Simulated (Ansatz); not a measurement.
**C3H11AlO: ionisation energy by level of theory**

Aim: the vertical ionisation energy of C3H11AlO, as cation minus neutral at the neutral's geometry, on several levels, and how well −ε(HOMO) stands in for it.

Computed with Ansatz 0.2.0, Gaussian basis. Level: unrestricted cation, the program's frozen cores in correlated methods.

The runs, in order: UKS PBE-D4/def2-TZVPP; UKS r2SCAN-D4/def2-TZVPP; UKS PBE0-D4/def2-TZVPP; UKS B3LYP-D4/def2-TZVPP; UKS wB97X-V/def2-TZVPP; UKS wB97M-V/def2-TZVPP; UKS B2PLYP/def2-TZVPP; UHF-CCSD(T)/def2-TZVPP; UHF-MP2/def2-QZVPP; extrapolation to the limit; then −ε(HOMO) from the neutral's earlier runs with LDA (SPW92), PBE-D4, revPBE-D4, BLYP-D4, r2SCAN-D4, B97M-V, PBE0-D4, B3LYP-D4, r2SCANh-D4, r2SCAN0-D4, HSE06-D4, BHLYP-D4, CAM-B3LYP-D4, LC-ωPBE, ωB97X-V, ωB97M-V.

**1. Structure used throughout**

An earlier PBE0-D4 in a triple-zeta def2 set relaxation fixed the geometry.

SMILES `[CH3][Al-]([CH3])([CH3])[OH2+]`, 16 atoms, charge 0, spin multiplicity 1.

Atoms are counted from 1 here; the program's logs count them from 0.

Bond lengths: C1–Al2 1.979 Å, C1–H6 1.097 Å, C1–H7 1.096 Å, C1–H8 1.097 Å, Al2–C3 1.979 Å, Al2–C4 1.967 Å, Al2–O5 2.056 Å, C3–H9 1.097 Å, C3–H10 1.097 Å, C3–H11 1.096 Å, C4–H12 1.095 Å, C4–H13 1.096 Å, C4–H14 1.095 Å, O5–H15 0.964 Å, O5–H16 0.964 Å. Angles: Al2–C1–H6 113.5°, Al2–C1–H7 110.6°, Al2–C1–H8 113.0°, H6–C1–H7 106.0°, H6–C1–H8 107.6°, H7–C1–H8 105.7°, C1–Al2–C3 117.7°, C1–Al2–C4 118.0°, C1–Al2–O5 96.4°, C3–Al2–C4 118.0°, C3–Al2–O5 96.3°, C4–Al2–O5 102.6°, Al2–C3–H9 113.0°, Al2–C3–H10 113.5°, Al2–C3–H11 110.6°, H9–C3–H10 107.6°, H9–C3–H11 105.7°, H10–C3–H11 106.0° and more.

**2. Cation, UKS PBE-D4/def2-TZVPP**

in.yaml

```yaml
crystal:
  periodic: [false, false, false]
  atoms:
    - {symbol: C, position_ang: [-0.625974, 0.726214, -1.711968]}
    - {symbol: Al, position_ang: [0.085110, -0.142633, -0.082251]}
    - {symbol: C, position_ang: [1.692355, 0.650692, 0.756722]}
    - {symbol: C, position_ang: [-0.214923, -2.073503, 0.139271]}
    - {symbol: O, position_ang: [-1.276772, 0.673984, 1.223674]}
    - {symbol: H, position_ang: [-0.575030, 1.821124, -1.680880]}
    - {symbol: H, position_ang: [-0.049438, 0.422091, -2.593086]}
    - {symbol: H, position_ang: [-1.665248, 0.448760, -1.926771]}
    - {symbol: H, position_ang: [1.834148, 0.332171, 1.796717]}
    - {symbol: H, position_ang: [1.696619, 1.747160, 0.742459]}
    - {symbol: H, position_ang: [2.598190, 0.338631, 0.224443]}
    - {symbol: H, position_ang: [-0.023889, -2.410532, 1.163568]}
    - {symbol: H, position_ang: [0.449292, -2.654777, -0.510522]}
    - {symbol: H, position_ang: [-1.238279, -2.368282, -0.116043]}
    - {symbol: H, position_ang: [-0.820296, 1.221008, 1.872730]}
    - {symbol: H, position_ang: [-1.888766, 1.245192, 0.746136]}
basis:
  gaussian: {orbitals: def2-TZVPP}
total_charge: 1
magnetization: {spin_polarized: true, initial_magnetization: 1}
hamiltonian: {xc: pbe, dispersion: d4}
```

Command:

```console
$ ansatz run in.yaml --threads 2 --pin off --events-out ev --progress --plain --max-ram 32768MiB --backend cuda --devices 0, --max-vram 18GiB
```

After this run come: Cation, UKS r2SCAN-D4/def2-TZVPP; Cation, UKS PBE0-D4/def2-TZVPP; Cation, UKS B3LYP-D4/def2-TZVPP; Cation, UKS wB97X-V/def2-TZVPP; Cation, UKS wB97M-V/def2-TZVPP; Cation, UKS B2PLYP (frozen core)/def2-TZVPP; Cation, UHF-CCSD(T)/def2-TZVPP; Cation, UHF-MP2/def2-QZVPP.

Q: Predict the results of all the runs planned. Wanted: ionisation energy, CCSD(T)/CBS; nearest functional by difference; nearest −ε(HOMO); −ε(HOMO) of PBE; T1 of the cation.

The runs gave:

```
                        quantity               value
  ionisation energy, CCSD(T)/CBS             9.33 eV
nearest functional by difference  ωB97X-V (-0.21 eV)
                nearest −ε(HOMO)  ωB97X-V (-0.04 eV)
                 −ε(HOMO) of PBE             5.61 eV
                T1 of the cation               0.025
```

In words: Energy differences with functionals land within 0.78 eV of the reference. The PBE orbital energy is 3.7 eV too small: a semilocal HOMO is no ionisation energy. Among orbital estimates ωB97X-V comes nearest. Hartree-Fock falls 1.03 eV short, as the neutral has more correlation energy than the cation.
